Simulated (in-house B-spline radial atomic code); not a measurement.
# Ru²⁺ in a hard spherical wall

What does confinement do to Ru²⁺? The free system is solved first, then the same system inside hard walls. More than one configuration is followed.

Program: in-house B-spline radial atomic code version 1. Level of theory: scalar-relativistic (spin-free one-electron X2C) PBE, spherical fractional occupations, Fermi nucleus, basis-set limit. These are calculated values, not measurements, unless marked.

## (1) The system

| Item | Value |
| --- | --- |
| element | ruthenium (Z = 44) |
| charge | +2 |
| electrons | 42 |
| configuration | [Kr] 4d6 |
| Hamiltonian | scalar-relativistic (X2C) |
| nucleus | Fermi, rms radius 4.481 fm |

Outer shells as boxes (Hund's rule):

[Kr] 4d6
```
[Kr] core
4d [↑↓][↑ ][↑ ][↑ ][↑ ]
```

The boxes only draw the filling; these runs are spin-restricted and spherical.

## (2) Reference run without a wall

Settings, as recorded:

```ini
Z = 44
electrons = 42.0
configuration = [Kr] 4d6
hamiltonian = x2c
method = pbe,pbe
spin_polarised = False
nucleus = fermi
rms_radius = 4.4809
mass_number = 102
atomic_mass = 101.904340312
speed_of_light = 137.035999084
```

The program writes no log. Results of the run, from its result record (rounded, main fields):

```text
status: converged
scf [iteration, energy, orbital gradient]:
  - [1, -4521.87462198, 0.432]
  - [2, -4524.64451654, 0.349]
  - [3, -4528.82206892, 0.0554]
  - [4, -4528.96210658, 0.0132]
  - [5, -4528.96864045, 0.00607]
  - [6, -4528.96980907, 0.00194]
  - [7, -4528.96987168, 0.00108]
  - [8, -4528.96992369, 1.63e-05]
  - [9, -4528.9699237, 1.47e-06]
  - [10, -4528.9699237, 5.34e-08]
energy [hartree]: {"total": -4528.9699237, "kinetic": 4713.0401539, "nuclear": -10926.7297401, "coulomb": 1818.47374639, "xc": -133.75408394}
orbitals [hartree, bohr; first row names the columns]:
  - ["name", "occ", "eps", "<r>", "<r^2>", "<1/r>", "r_max"]
  - ["1s", 2.0, -805.65776, 0.03292, 0.0014742, 47.521, 0.021103]
  - ["2s", 2.0, -116.49185, 0.14525, 0.024933, 10.672, 0.12284]
  - ["2p", 6.0, -104.44429, 0.12674, 0.019637, 10.09, 0.097997]
  - ["3s", 2.0, -21.133991, 0.40251, 0.18562, 3.657, 0.3618]
  - ["3p", 6.0, -17.169625, 0.40285, 0.18878, 3.4347, 0.35498]
  - ["3d", 10.0, -10.775671, 0.38417, 0.17674, 3.1948, 0.30114]
  - ["4s", 2.0, -3.5430834, 1.0163, 1.1703, 1.359, 0.91457]
  - ["4p", 6.0, -2.4396966, 1.1205, 1.4375, 1.206, 0.98179]
  - ["4d", 6.0, -0.88692496, 1.5257, 2.7827, 0.87406, 1.1922]
sum_r [bohr^k]: {"-1": 251.9917, "1": 26.09037, "2": 31.10417}
```

It took 0.24 s on 1 thread, shared host.

## (3) Wall at 8.7 bohr, configuration [Kr] 4d6

The settings differ from step 2 so:

```diff
@@ -11 +11,2 @@
 speed_of_light = 137.035999084
+wall_radius = 8.7
```

Result record:

```text
status: converged
iterations: 10
energy [hartree]: {"total": -4528.96992248, "kinetic": 4713.04018667, "nuclear": -10926.7300393, "coulomb": 1818.47402296, "xc": -133.75409279}
orbitals [hartree, bohr; first row names the columns]:
  - ["name", "occ", "eps", "<r>"]
  - ["1s", 2.0, -805.65775, 0.03292]
  - ["2s", 2.0, -116.49185, 0.14525]
  - ["2p", 6.0, -104.44428, 0.12674]
  - ["3s", 2.0, -21.133984, 0.40251]
  - ["3p", 6.0, -17.169618, 0.40285]
  - ["3d", 10.0, -10.775664, 0.38417]
  - ["4s", 2.0, -3.5430771, 1.0163]
  - ["4p", 6.0, -2.4396905, 1.1205]
  - ["4d", 6.0, -0.88691939, 1.5256]
sum_r [bohr^k]: {"-1": 251.9917, "1": 26.09031, "2": 31.10361}
energy_minus_base [hartree]: 1.22008532e-06
```

Wall time 0.09 s (1 thread, shared host).

energy_minus_base is the energy less that of the reference run.

## (4) Wall at 4.59 bohr, configuration [Kr] 4d6

The settings differ from step 3 so:

```diff
@@ -11,2 +11,2 @@
 speed_of_light = 137.035999084
-wall_radius = 8.7
+wall_radius = 4.59
```

Result record:

```text
status: converged
iterations: 10
energy [hartree]: {"total": -4528.95290122, "kinetic": 4713.18314281, "nuclear": -10927.7278948, "coulomb": 1819.37796555, "xc": -133.786114822}
orbitals [hartree, bohr; first row names the columns]:
  - ["name", "occ", "eps", "<r>"]
  - ["1s", 2.0, -805.6348, 0.03292]
  - ["2s", 2.0, -116.46831, 0.14525]
  - ["2p", 6.0, -104.42076, 0.12674]
  - ["3s", 2.0, -21.111248, 0.40252]
  - ["3p", 6.0, -17.146885, 0.40285]
  - ["3d", 10.0, -10.752824, 0.38418]
  - ["4s", 2.0, -3.5231231, 1.0169]
  - ["4p", 6.0, -2.420611, 1.1215]
  - ["4d", 6.0, -0.86831871, 1.5045]
sum_r [bohr^k]: {"-1": 252.0144, "1": 25.97074, "2": 30.44058}
energy_minus_base [hartree]: 0.0170224792
```

Wall time 0.09 s (1 thread, shared host).

## (5) Wall at 2.57 bohr, configuration [Kr] 4d6

The settings differ from step 4 so:

```diff
@@ -11,2 +11,2 @@
 speed_of_light = 137.035999084
-wall_radius = 4.59
+wall_radius = 2.57
```

Result record:

```text
status: converged
iterations: 9
energy [hartree]: {"total": -4527.61420183, "kinetic": 4720.05982232, "nuclear": -10953.5142499, "coulomb": 1840.47469785, "xc": -134.634472143}
orbitals [hartree, bohr; first row names the columns]:
  - ["name", "occ", "eps", "<r>"]
  - ["1s", 2.0, -805.04237, 0.03292]
  - ["2s", 2.0, -115.87182, 0.14525]
  - ["2p", 6.0, -103.82298, 0.12675]
  - ["3s", 2.0, -20.560722, 0.40284]
  - ["3p", 6.0, -16.596539, 0.40329]
  - ["3d", 10.0, -10.198179, 0.385]
  - ["4s", 2.0, -3.1074448, 1.0221]
  - ["4p", 6.0, -2.012081, 1.1084]
  - ["4d", 6.0, -0.37521628, 1.2746]
sum_r [bohr^k]: {"-1": 252.6, "1": 24.53406, "2": 24.9965}
energy_minus_base [hartree]: 1.35572187
```

It took 0.08 s on 1 thread, shared host.

## (6) Wall at 1.38 bohr, configuration [Kr] 4d6

The settings differ from step 5 so:

```diff
@@ -11,2 +11,2 @@
 speed_of_light = 137.035999084
-wall_radius = 2.57
+wall_radius = 1.38
```

Result record:

```text
status: converged
iterations: 8
energy [hartree]: {"total": -4489.64719109, "kinetic": 4855.16243865, "nuclear": -11206.8278568, "coulomb": 2003.83381423, "xc": -141.81558713}
orbitals [hartree, bohr; first row names the columns]:
  - ["name", "occ", "eps", "<r>"]
  - ["1s", 2.0, -799.36012, 0.032922]
  - ["2s", 2.0, -110.58667, 0.14549]
  - ["2p", 6.0, -98.468669, 0.12699]
  - ["3s", 2.0, -16.278239, 0.41021]
  - ["3p", 6.0, -12.320505, 0.41315]
  - ["3d", 10.0, -5.8593387, 0.40117]
  - ["4s", 2.0, 1.0129719, 0.81796]
  - ["4p", 6.0, 2.5176987, 0.82144]
  - ["4d", 6.0, 4.9394648, 0.8119]
sum_r [bohr^k]: {"-1": 258.3605, "1": 19.86583, "2": 14.08409}
energy_minus_base [hartree]: 39.3227326
```

Run time: 0.07 s. Hardware: 1 thread, shared host.

## (7) Wall at 8.7 bohr, configuration [Ar] 3d10 4s2 4p5 4d6 4f1

Settings, as recorded:

```ini
Z = 44
electrons = 42.0
configuration = [Ar] 3d10 4s2 4p5 4d6 4f1
hamiltonian = x2c
method = pbe,pbe
spin_polarised = False
nucleus = fermi
rms_radius = 4.4809
mass_number = 102
atomic_mass = 101.904340312
speed_of_light = 137.035999084
wall_radius = 8.7
```

Result record:

```text
status: converged
iterations: 10
energy [hartree]: {"total": -4526.52978475, "kinetic": 4710.64036609, "nuclear": -10906.0931117, "coulomb": 1802.14167208, "xc": -133.218711239}
orbitals [hartree, bohr; first row names the columns]:
  - ["name", "occ", "eps", "<r>"]
  - ["1s", 2.0, -806.12245, 0.032919]
  - ["2s", 2.0, -116.9221, 0.14524]
  - ["2p", 6.0, -104.87814, 0.12673]
  - ["3s", 2.0, -21.551053, 0.4024]
  - ["3p", 6.0, -17.586718, 0.40269]
  - ["3d", 10.0, -11.191987, 0.3839]
  - ["4s", 2.0, -3.8933777, 1.0071]
  - ["4p", 5.0, -2.7745877, 1.103]
  - ["4d", 6.0, -1.1683237, 1.4266]
  - ["4f", 1.0, -0.20376665, 4.4302]
sum_r [bohr^k]: {"-1": 251.5231, "1": 28.69548, "2": 48.79895}
energy_minus_base [hartree]: 2.44013895
```

Wall time 0.12 s (1 thread, shared host).

## (8) Wall at 4.59 bohr, configuration [Ar] 3d10 4s2 4p5 4d6 4f1

The settings differ from step 7 so:

```diff
@@ -11,2 +11,2 @@
 speed_of_light = 137.035999084
-wall_radius = 8.7
+wall_radius = 4.59
```

Result record:

```text
status: converged
iterations: 10
energy [hartree]: {"total": -4526.29591254, "kinetic": 4711.10543022, "nuclear": -10912.1138335, "coulomb": 1808.0701056, "xc": -133.357614818}
orbitals [hartree, bohr; first row names the columns]:
  - ["name", "occ", "eps", "<r>"]
  - ["1s", 2.0, -805.98565, 0.032919]
  - ["2s", 2.0, -116.78407, 0.14524]
  - ["2p", 6.0, -104.74042, 0.12673]
  - ["3s", 2.0, -21.407608, 0.40238]
  - ["3p", 6.0, -17.443299, 0.40265]
  - ["3d", 10.0, -11.049041, 0.38383]
  - ["4s", 2.0, -3.7450759, 1.0078]
  - ["4p", 5.0, -2.6276282, 1.1052]
  - ["4d", 6.0, -1.0297854, 1.4379]
  - ["4f", 1.0, 0.09854668, 2.535]
sum_r [bohr^k]: {"-1": 251.66, "1": 26.87953, "2": 34.33442}
energy_minus_base [hartree]: 2.67401116
```

Run time: 0.11 s. Hardware: 1 thread, shared host.

## (9) Wall at 2.57 bohr, configuration [Ar] 3d10 4s2 4p5 4d6 4f1

The settings differ from step 8 so:

```diff
@@ -11,2 +11,2 @@
 speed_of_light = 137.035999084
-wall_radius = 4.59
+wall_radius = 2.57
```

Result record:

```text
status: converged
iterations: 9
energy [hartree]: {"total": -4524.31676556, "kinetic": 4718.4013205, "nuclear": -10942.6852632, "coulomb": 1834.34248543, "xc": -134.375308337}
orbitals [hartree, bohr; first row names the columns]:
  - ["name", "occ", "eps", "<r>"]
  - ["1s", 2.0, -805.28399, 0.032919]
  - ["2s", 2.0, -116.07247, 0.14524]
  - ["2p", 6.0, -104.02888, 0.12673]
  - ["3s", 2.0, -20.72144, 0.40261]
  - ["3p", 6.0, -16.757546, 0.40298]
  - ["3d", 10.0, -10.360836, 0.38445]
  - ["4s", 2.0, -3.1944147, 1.0167]
  - ["4p", 5.0, -2.0907865, 1.1014]
  - ["4d", 6.0, -0.43949822, 1.2653]
  - ["4f", 1.0, 1.2210239, 1.4468]
sum_r [bohr^k]: {"-1": 252.3543, "1": 24.76323, "2": 25.62247}
energy_minus_base [hartree]: 4.65315814
```

Run time: 0.1 s. Hardware: 1 thread, shared host.

## (10) Wall at 1.38 bohr, configuration [Ar] 3d10 4s2 4p5 4d6 4f1

The settings differ from step 9 so:

```diff
@@ -11,2 +11,2 @@
 speed_of_light = 137.035999084
-wall_radius = 2.57
+wall_radius = 1.38
```

Result record:

```text
status: converged
iterations: 8
energy [hartree]: {"total": -4485.20736268, "kinetic": 4850.08019452, "nuclear": -11195.0373489, "coulomb": 2001.34242308, "xc": -141.592631359}
orbitals [hartree, bohr; first row names the columns]:
  - ["name", "occ", "eps", "<r>"]
  - ["1s", 2.0, -799.61398, 0.032921]
  - ["2s", 2.0, -110.73384, 0.14545]
  - ["2p", 6.0, -98.630426, 0.12695]
  - ["3s", 2.0, -16.3082, 0.40979]
  - ["3p", 6.0, -12.352042, 0.41259]
  - ["3d", 10.0, -5.896319, 0.40019]
  - ["4s", 2.0, 1.0128226, 0.81796]
  - ["4p", 5.0, 2.515733, 0.82149]
  - ["4d", 6.0, 4.9342236, 0.81219]
  - ["4f", 1.0, 6.9606772, 0.83502]
sum_r [bohr^k]: {"-1": 258.0931, "1": 19.86694, "2": 14.0672}
energy_minus_base [hartree]: 43.762561
```

Wall time 0.09 s (1 thread, shared host).

## (11) Wall at 8.7 bohr, configuration [Kr] 4d5 4f1

Settings, as recorded:

```ini
Z = 44
electrons = 42.0
configuration = [Kr] 4d5 4f1
hamiltonian = x2c
method = pbe,pbe
spin_polarised = False
nucleus = fermi
rms_radius = 4.4809
mass_number = 102
atomic_mass = 101.904340312
speed_of_light = 137.035999084
wall_radius = 8.7
```

Result record:

```text
status: converged
iterations: 10
energy [hartree]: {"total": -4528.12839909, "kinetic": 4712.35527955, "nuclear": -10912.8749942, "coulomb": 1805.75978228, "xc": -133.36846674}
orbitals [hartree, bohr; first row names the columns]:
  - ["name", "occ", "eps", "<r>"]
  - ["1s", 2.0, -805.97548, 0.03292]
  - ["2s", 2.0, -116.81604, 0.14525]
  - ["2p", 6.0, -104.76816, 0.12674]
  - ["3s", 2.0, -21.450862, 0.40247]
  - ["3p", 6.0, -17.486485, 0.40279]
  - ["3d", 10.0, -11.09358, 0.38405]
  - ["4s", 2.0, -3.8341976, 1.0107]
  - ["4p", 6.0, -2.7213631, 1.1089]
  - ["4d", 5.0, -1.1305886, 1.4473]
  - ["4f", 1.0, -0.20289786, 4.4715]
sum_r [bohr^k]: {"-1": 251.677, "1": 28.56162, "2": 48.60298}
energy_minus_base [hartree]: 0.841524618
```

It took 0.13 s on 1 thread, shared host.

## (12) Wall at 4.59 bohr, configuration [Kr] 4d5 4f1

The settings differ from step 11 so:

```diff
@@ -11,2 +11,2 @@
 speed_of_light = 137.035999084
-wall_radius = 8.7
+wall_radius = 4.59
```

Result record:

```text
status: converged
iterations: 10
energy [hartree]: {"total": -4527.88586975, "kinetic": 4712.83550124, "nuclear": -10918.9546213, "coulomb": 1811.73799137, "xc": -133.50474111}
orbitals [hartree, bohr; first row names the columns]:
  - ["name", "occ", "eps", "<r>"]
  - ["1s", 2.0, -805.83727, 0.03292]
  - ["2s", 2.0, -116.67644, 0.14524]
  - ["2p", 6.0, -104.62888, 0.12674]
  - ["3s", 2.0, -21.306272, 0.40244]
  - ["3p", 6.0, -17.341918, 0.40275]
  - ["3d", 10.0, -10.949433, 0.38399]
  - ["4s", 2.0, -3.6851391, 1.0115]
  - ["4p", 6.0, -2.5737422, 1.1113]
  - ["4d", 5.0, -0.99187034, 1.4585]
  - ["4f", 1.0, 0.10760173, 2.5597]
sum_r [bohr^k]: {"-1": 251.8152, "1": 26.72107, "2": 33.89226}
energy_minus_base [hartree]: 1.08405395
```

Wall time 0.11 s (1 thread, shared host).

## (13) Wall at 2.57 bohr, configuration [Kr] 4d5 4f1

The settings differ from step 12 so:

```diff
@@ -11,2 +11,2 @@
 speed_of_light = 137.035999084
-wall_radius = 4.59
+wall_radius = 2.57
```

Result record:

```text
status: converged
iterations: 9
energy [hartree]: {"total": -4525.96424801, "kinetic": 4719.71481085, "nuclear": -10948.2873105, "coulomb": 1837.09511813, "xc": -134.486866451}
orbitals [hartree, bohr; first row names the columns]:
  - ["name", "occ", "eps", "<r>"]
  - ["1s", 2.0, -805.16415, 0.03292]
  - ["2s", 2.0, -115.9934, 0.14525]
  - ["2p", 6.0, -103.94598, 0.12674]
  - ["3s", 2.0, -20.645848, 0.40266]
  - ["3p", 6.0, -16.681899, 0.40305]
  - ["3d", 10.0, -10.287223, 0.38456]
  - ["4s", 2.0, -3.1523271, 1.0194]
  - ["4p", 6.0, -2.0529632, 1.1049]
  - ["4d", 5.0, -0.40930179, 1.27]
  - ["4f", 1.0, 1.244464, 1.452]
sum_r [bohr^k]: {"-1": 252.4814, "1": 24.65632, "2": 25.3408}
energy_minus_base [hartree]: 3.00567569
```

Run time: 0.1 s. Hardware: 1 thread, shared host.

## (14) Wall at 1.38 bohr, configuration [Kr] 4d5 4f1

The settings differ from step 13 so:

```diff
@@ -11,2 +11,2 @@
 speed_of_light = 137.035999084
-wall_radius = 2.57
+wall_radius = 1.38
```

Result record:

```text
status: converged
iterations: 8
energy [hartree]: {"total": -4487.62454314, "kinetic": 4851.09411783, "nuclear": -11197.8508332, "coulomb": 2000.74690268, "xc": -141.614730467}
orbitals [hartree, bohr; first row names the columns]:
  - ["name", "occ", "eps", "<r>"]
  - ["1s", 2.0, -799.57001, 0.032922]
  - ["2s", 2.0, -110.77834, 0.14545]
  - ["2p", 6.0, -98.667899, 0.12696]
  - ["3s", 2.0, -16.323348, 0.40963]
  - ["3p", 6.0, -12.36677, 0.41238]
  - ["3d", 10.0, -5.9179415, 0.39973]
  - ["4s", 2.0, 1.0111946, 0.8179]
  - ["4p", 6.0, 2.5139015, 0.82146]
  - ["4d", 5.0, 4.9297778, 0.81225]
  - ["4f", 1.0, 6.9620643, 0.83492]
sum_r [bohr^k]: {"-1": 258.1569, "1": 19.8701, "2": 14.06444}
energy_minus_base [hartree]: 41.3453806
```

It took 0.09 s on 1 thread, shared host.

## (15) Results

| configuration | radius (bohr) | energy above the free system (eV) | highest level (eV) |
| --- | --- | --- | --- |
| [Kr] 4d6 | 8.7 | below noise | -24.134 (4d) |
| [Kr] 4d6 | 4.59 | 0.463 | -23.628 (4d) |
| [Kr] 4d6 | 2.57 | 36.891 | -10.210 (4d) |
| [Kr] 4d6 | 1.38 | 1070.03 | 134.41 (4d) |
| [Ar] 3d10 4s2 4p5 4d6 4f1 | 8.7 | 66.400 | -5.545 (4f) |
| [Ar] 3d10 4s2 4p5 4d6 4f1 | 4.59 | 72.764 | 2.682 (4f) |
| [Ar] 3d10 4s2 4p5 4d6 4f1 | 2.57 | 126.62 | 33.226 (4f) |
| [Ar] 3d10 4s2 4p5 4d6 4f1 | 1.38 | 1190.84 | 189.41 (4f) |
| [Kr] 4d5 4f1 | 8.7 | 22.899 | -5.521 (4f) |
| [Kr] 4d5 4f1 | 4.59 | 29.499 | 2.928 (4f) |
| [Kr] 4d5 4f1 | 2.57 | 81.789 | 33.864 (4f) |
| [Kr] 4d5 4f1 | 1.38 | 1125.07 | 189.45 (4f) |

For [Kr] 4d6 the energy above the free reference is below noise at 8.7 bohr and 1070.03 eV at 1.38 bohr. Its highest level passes zero between 2.57 and 1.38 bohr; in smaller spheres the level is positive, pushed up by confinement, and the wall keeps the electron in. Of [Kr] 4d6 and [Ar] 3d10 4s2 4p5 4d6 4f1, the first stays lower at every radius that both share. At 1.38 bohr the lowest of all 3 is [Kr] 4d6. A hard wall is a crude model of an atom's surroundings.
